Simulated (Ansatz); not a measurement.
# Cs4In: the cost of one run

Computed with Ansatz 0.2.0 (DFT PBE, scalar-relativistic, plane waves, PAW, unless a step's input says otherwise).

## (1) The starting structure

It takes space group Im-3m (No. 229, cubic). The conventional cell has a = 7.788 Å, b = 7.788 Å, c = 7.788 Å, α = 90.00°, β = 90.00°, γ = 90.00°. Around Cs (site symmetry -3m) lie 2 In at 3.37 Å. Around In (site symmetry m-3m) lie 8 Cs at 3.37 Å.

Structure file:

```cif
data_structure
_symmetry_space_group_name_H-M 'Im-3m'
_symmetry_Int_Tables_number 229
_cell_length_a 7.7876
_cell_length_b 7.7876
_cell_length_c 7.7876
_cell_angle_alpha 90.000
_cell_angle_beta 90.000
_cell_angle_gamma 90.000
_cell_volume 472.29
loop_
_atom_site_label
_atom_site_type_symbol
_atom_site_symmetry_multiplicity
_atom_site_Wyckoff_symbol
_atom_site_fract_x
_atom_site_fract_y
_atom_site_fract_z
_atom_site_occupancy
Cs1 Cs 8 c 0.25000 0.25000 0.25000 1
In1 In 2 a 0.00000 0.00000 0.00000 1
```

A structure generator made this guess: random cell by space group and Wyckoff sites (Im-3m, No. 229). Its size is a rough estimate.

## (2) Probe: one point on a coarse mesh

Input file input.yaml:

```yaml
crystal:
  lattice:
    - [-3.8938064, 3.8938064, 3.8938064]
    - [3.8938064, -3.8938064, 3.8938064]
    - [3.8938064, 3.8938064, -3.8938064]
  atoms:
    - { symbol: Cs, position: [0.5, 0.5, 0.5] }
    - { symbol: Cs, position: [0.0, 0.0, 0.5] }
    - { symbol: Cs, position: [0.0, 0.5, 0.0] }
    - { symbol: Cs, position: [0.5, 0.0, 0.0] }
    - { symbol: In, position: [0.0, 0.0, 0.0] }
basis:
  ecutwfc: 420
kpoints:
  mp_grid: { grid: [4, 4, 4] }
hamiltonian:
  xc: pbe
scf:
  occupations: { method: gaussian, width: 0.1 }
  lower_state_search: "off"
output:
  forces: true
  stress: true
  eigenvalues: true
```

Launch:

```
ansatz run input.yaml --threads 1 --pin off --max-ram 2560MiB --backend cpu --events-out ev --progress --plain --runs-dir out
```

Q: Estimate wall time and peak memory on 1 thread of Arm Neoverse V1, shared host.

About 4.1 s, with a peak of 0.45 GiB.
